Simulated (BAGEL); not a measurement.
# triplet CH4OSSi at 6 levels

We compute a comparison of 6 runs (UHF/STO-3G, UHF/3-21G, ROHF/6-31G*, UHF/6-31G*, ROHF/cc-pVDZ, UHF/cc-pVDZ) of triplet CH4OSSi. 

The results are computed with BAGEL 1.2.2.

### 1 Starting point

The species is CH4OSSi (8 atoms), meant as a triplet with charge 0. SMILES of the parent species: `CS[Si]O`. The coordinates come from a PBE0-D4/def2-TZVP relaxation. This is one conformer, not always the lowest. That shape belongs to the parent species and isn't relaxed for this state.

Bond lengths: C1–S2 1.813 Å, S2–Si3 2.160 Å, Si3–O4 1.651 Å, C1–H5 1.091 Å, C1–H6 1.089 Å, C1–H7 1.091 Å, O4–H8 0.961 Å. Angles: C1–S2–Si3 107.1°, S2–Si3–O4 103.8°, S2–C1–H5 111.2°, S2–C1–H6 107.4°, S2–C1–H7 111.2°, Si3–O4–H8 121.8°, H5–C1–H6 108.2°, H5–C1–H7 110.5°, H6–C1–H7 108.2°.

### 2 The energy at UHF/STO-3G (density fitting with qzvpp-jkfit) (run 1)

Contents of job.json:

```json
{ "bagel" : [

{
  "title" : "molecule",
  "basis" : "sto-3g",
  "df_basis" : "qzvpp-jkfit",
  "angstrom" : true,
  "geometry" : [
    { "atom" : "C", "xyz" : [    0.724400,    0.538800,   -0.590400 ] },
    { "atom" : "S", "xyz" : [   -0.196900,   -0.844100,   -1.315700 ] },
    { "atom" : "Si", "xyz" : [   -1.496600,   -1.621200,    0.224800 ] },
    { "atom" : "O", "xyz" : [   -1.178800,   -0.661400,    1.529900 ] },
    { "atom" : "H", "xyz" : [    1.342300,    0.206500,    0.245200 ] },
    { "atom" : "H", "xyz" : [    1.381900,    0.933200,   -1.364100 ] },
    { "atom" : "H", "xyz" : [    0.052500,    1.338200,   -0.274000 ] },
    { "atom" : "H", "xyz" : [   -0.536700,    0.052800,    1.488400 ] }
  ]
},
{ "title" : "uhf", "nopen" : 2 },
{ "title" : "print", "file" : "orbitals.molden", "orbitals" : true }

]}
```

Launch:

```console
$ BAGEL_NUM_THREADS=1 BAGEL job.json > job.out
```

Output:

```text
* using 1 threads per process

  ===============================================================
  ===============================================================

  *** Geometry ***

  { "atom" : "C", "xyz" : [      1.368918,      1.018184,     -1.115694 ] },
  { "atom" : "S", "xyz" : [     -0.372087,     -1.595118,     -2.486313 ] },
  { "atom" : "Si", "xyz" : [     -2.828164,     -3.063624,      0.424810 ] },
  { "atom" : "O", "xyz" : [     -2.227609,     -1.249865,      2.891092 ] },
  { "atom" : "H", "xyz" : [      2.536579,      0.390228,      0.463361 ] },
  { "atom" : "H", "xyz" : [      2.611413,      1.763492,     -2.577775 ] },
  { "atom" : "H", "xyz" : [      0.099211,      2.528832,     -0.517785 ] },
  { "atom" : "H", "xyz" : [     -1.014216,      0.099778,      2.812668 ] },

  Number of auxiliary basis functions:      480

  Since a DF basis is specified, we compute 2- and 3-index integrals:
    o Being stored without compression. Storage requirement is 0.004 GB

  Number of basis functions:       32
  Number of electrons      :       48

    * METHOD: MOLECULE                             0.18

  *** Open-shell HF ***

  === Nuclear Repulsion ===
   205.9108833823

      * DIIS with orbital gradients will be used.

  === UHF iteration (sto-3g) ===
      0       -792.17210243          0.02763783           0.05
      1       -792.24743285          0.00740365           0.05
      2       -792.25467507          0.00237736           0.05
      3       -792.25600937          0.00115039           0.05
      4       -792.25690228          0.00047040           0.05
      5       -792.25721312          0.00016974           0.05
      6       -792.25727947          0.00007793           0.05
      7       -792.25729988          0.00003712           0.05
      8       -792.25730599          0.00001003           0.05
      9       -792.25730654          0.00000435           0.05
     10       -792.25730667          0.00000187           0.05
     11       -792.25730669          0.00000064           0.05
     12       -792.25730669          0.00000025           0.05
     13       -792.25730669          0.00000007           0.05
     14       -792.25730669          0.00000004           0.05
     15       -792.25730669          0.00000002           0.05
     16       -792.25730669          0.00000001           0.05
    * SCF iteration converged.

    * S^2 (UHF) is 2.0038

    * Permanent dipole moment:
           (    0.176753,     0.193954,    -0.015736) a.u.

    * METHOD: UHF                                  0.97

    * METHOD: PRINT                                0.00

  ===============================================================
```

Wall time 1.3 s (1 thread of Arm Neoverse V1, shared host); peak memory 0.084 GiB.

### 3 The energy at UHF/3-21G (density fitting with qzvpp-jkfit) (run 2)

Contents of input.json:

```json
{ "bagel" : [

{
  "title" : "molecule",
  "basis" : "3-21g",
  "df_basis" : "qzvpp-jkfit",
  "angstrom" : true,
  "geometry" : [
    { "atom" : "C", "xyz" : [    0.724400,    0.538800,   -0.590400 ] },
    { "atom" : "S", "xyz" : [   -0.196900,   -0.844100,   -1.315700 ] },
    { "atom" : "Si", "xyz" : [   -1.496600,   -1.621200,    0.224800 ] },
    { "atom" : "O", "xyz" : [   -1.178800,   -0.661400,    1.529900 ] },
    { "atom" : "H", "xyz" : [    1.342300,    0.206500,    0.245200 ] },
    { "atom" : "H", "xyz" : [    1.381900,    0.933200,   -1.364100 ] },
    { "atom" : "H", "xyz" : [    0.052500,    1.338200,   -0.274000 ] },
    { "atom" : "H", "xyz" : [   -0.536700,    0.052800,    1.488400 ] }
  ]
},
{
  "title" : "uhf",
  "nopen" : 2
},
{
  "title" : "print",
  "file" : "orbitals.molden",
  "orbitals" : true
}

]}
```

Launch:

```console
$ BAGEL_NUM_THREADS=1 BAGEL input.json > input.out
```

Output:

```text
* using 1 threads per process

  ===============================================================
  ===============================================================

  *** Geometry ***

  { "atom" : "C", "xyz" : [      1.368918,      1.018184,     -1.115694 ] },
  { "atom" : "S", "xyz" : [     -0.372087,     -1.595118,     -2.486313 ] },
  { "atom" : "Si", "xyz" : [     -2.828164,     -3.063624,      0.424810 ] },
  { "atom" : "O", "xyz" : [     -2.227609,     -1.249865,      2.891092 ] },
  { "atom" : "H", "xyz" : [      2.536579,      0.390228,      0.463361 ] },
  { "atom" : "H", "xyz" : [      2.611413,      1.763492,     -2.577775 ] },
  { "atom" : "H", "xyz" : [      0.099211,      2.528832,     -0.517785 ] },
  { "atom" : "H", "xyz" : [     -1.014216,      0.099778,      2.812668 ] },

  Number of auxiliary basis functions:      480

  Since a DF basis is specified, we compute 2- and 3-index integrals:
    o Being stored without compression. Storage requirement is 0.010 GB

  Number of basis functions:       52
  Number of electrons      :       48

    * METHOD: MOLECULE                             0.18

  *** Open-shell HF ***

  === Nuclear Repulsion ===
   205.9108833823

      * DIIS with orbital gradients will be used.

  === UHF iteration (3-21g) ===
      0       -797.19809697          0.04605580           0.09
      1       -797.29735316          0.02669238           0.09
      2       -797.32296870          0.01650030           0.09
      3       -797.33577790          0.00136173           0.09
      4       -797.33696358          0.00064202           0.09
      5       -797.33739224          0.00031584           0.09
      6       -797.33753936          0.00009917           0.09
      7       -797.33756640          0.00003647           0.09
      8       -797.33757264          0.00001249           0.09
      9       -797.33757336          0.00000657           0.09
     10       -797.33757363          0.00000318           0.09
     11       -797.33757370          0.00000123           0.09
     12       -797.33757371          0.00000057           0.09
     13       -797.33757371          0.00000029           0.09
     14       -797.33757372          0.00000012           0.09
     15       -797.33757372          0.00000007           0.09
     16       -797.33757372          0.00000005           0.09
     17       -797.33757372          0.00000003           0.09
     18       -797.33757372          0.00000001           0.09
     19       -797.33757372          0.00000001           0.09
    * SCF iteration converged.

    * S^2 (UHF) is 2.0042

    * Permanent dipole moment:
           (   -0.187286,    -0.339353,    -0.273424) a.u.

    * METHOD: UHF                                  1.96

    * METHOD: PRINT                                0.01

  ===============================================================
```

It took 2.3 s on 1 thread of Arm Neoverse V1, shared host; peak memory 0.084 GiB.

Runs 3 to 5 aren't shown in full; the table further down has their settings and results.

### 4 A single-point energy at UHF/cc-pVDZ (density fitting with qzvpp-jkfit) (run 6)

job.json: that of step 2 with these lines changed.

```diff
@@ -4,3 +4,3 @@
   "title" : "molecule",
-  "basis" : "sto-3g",
+  "basis" : "cc-pvdz.json",
   "df_basis" : "qzvpp-jkfit",
@@ -18,4 +18,11 @@
 },
-{ "title" : "uhf", "nopen" : 2 },
-{ "title" : "print", "file" : "orbitals.molden", "orbitals" : true }
+{
+  "title" : "uhf",
+  "nopen" : 2
+},
+{
+  "title" : "print",
+  "file" : "orbitals.molden",
+  "orbitals" : true
+}
```

The basis set cc-pVDZ is read from a file made from the Basis Set Exchange's data (not shown).

Launch:

```console
$ BAGEL_NUM_THREADS=1 BAGEL job.json > job.out
```

Output:

```text
* using 1 threads per process

  ===============================================================
  ===============================================================

  *** Geometry ***

  { "atom" : "C", "xyz" : [      1.368918,      1.018184,     -1.115694 ] },
  { "atom" : "S", "xyz" : [     -0.372087,     -1.595118,     -2.486313 ] },
  { "atom" : "Si", "xyz" : [     -2.828164,     -3.063624,      0.424810 ] },
  { "atom" : "O", "xyz" : [     -2.227609,     -1.249865,      2.891092 ] },
  { "atom" : "H", "xyz" : [      2.536579,      0.390228,      0.463361 ] },
  { "atom" : "H", "xyz" : [      2.611413,      1.763492,     -2.577775 ] },
  { "atom" : "H", "xyz" : [      0.099211,      2.528832,     -0.517785 ] },
  { "atom" : "H", "xyz" : [     -1.014216,      0.099778,      2.812668 ] },

  Number of auxiliary basis functions:      480

  Since a DF basis is specified, we compute 2- and 3-index integrals:
    o Being stored without compression. Storage requirement is 0.027 GB

  Number of basis functions:       84
  Number of electrons      :       48

    * METHOD: MOLECULE                             0.24

  *** Open-shell HF ***

  === Nuclear Repulsion ===
   205.9108833823

      * DIIS with orbital gradients will be used.

  === UHF iteration (cc-pvdz.json) ===
      0       -801.20546975          0.03253129           0.17
      1       -801.36693440          0.02408078           0.16
      2       -801.43086519          0.01467100           0.16
      3       -801.47613510          0.00190857           0.16
      4       -801.47972587          0.00087417           0.15
      5       -801.48081753          0.00049346           0.16
      6       -801.48137913          0.00015837           0.16
      7       -801.48146555          0.00007598           0.16
      8       -801.48149294          0.00003258           0.16
      9       -801.48150050          0.00001628           0.16
     10       -801.48150308          0.00000692           0.16
     11       -801.48150345          0.00000356           0.16
     12       -801.48150355          0.00000150           0.16
     13       -801.48150356          0.00000072           0.16
     14       -801.48150356          0.00000032           0.16
     15       -801.48150356          0.00000019           0.16
     16       -801.48150356          0.00000010           0.16
     17       -801.48150356          0.00000007           0.16
     18       -801.48150356          0.00000003           0.16
     19       -801.48150356          0.00000002           0.16
     20       -801.48150356          0.00000001           0.16
    * SCF iteration converged.

    * S^2 (UHF) is 2.0058

    * Permanent dipole moment:
           (   -0.337709,    -0.459013,    -0.160316) a.u.

    * METHOD: UHF                                  3.56

    * METHOD: PRINT                                0.02

  ===============================================================
```

It took 4.2 s on 1 thread of Arm Neoverse V1, shared host; peak memory 0.12 GiB.

### 5 All runs side by side

```csv
run,level,energy (Eh),dipole moment (D),⟨S²⟩,wall time
1,UHF/STO-3G (density fitting with qzvpp-jkfit),-792.257307,0.67,2.004,1.3 s
2,UHF/3-21G (density fitting with qzvpp-jkfit),-797.337574,1.21,2.004,2.3 s
3,"ROHF/6-31G* (density fitting with qzvpp-jkfit, spherical functions)",-801.430345,1.34,2.000,2.9 s
4,"UHF/6-31G* (density fitting with qzvpp-jkfit, spherical functions)",-801.432243,1.37,2.006,3.3 s
5,ROHF/cc-pVDZ (density fitting with qzvpp-jkfit),-801.479577,1.47,2.000,3.6 s
6,UHF/cc-pVDZ (density fitting with qzvpp-jkfit),-801.481504,1.50,2.006,4.2 s
```

### 6 Summary of results

```
            quantity          value
 run 6: total energy  -801.48150 Eh
run 6: dipole moment         1.50 D
         run 6: ⟨S²⟩          2.006
```

In words: The dipole moment (its size) runs from 0.67 D (UHF/STO-3G) to 1.50 D (UHF/cc-pVDZ). The two dipoles point in opposite directions. In run 1 the basis is minimal, so the values are rough. All runs together took 18 s, the longest 4.2 s.
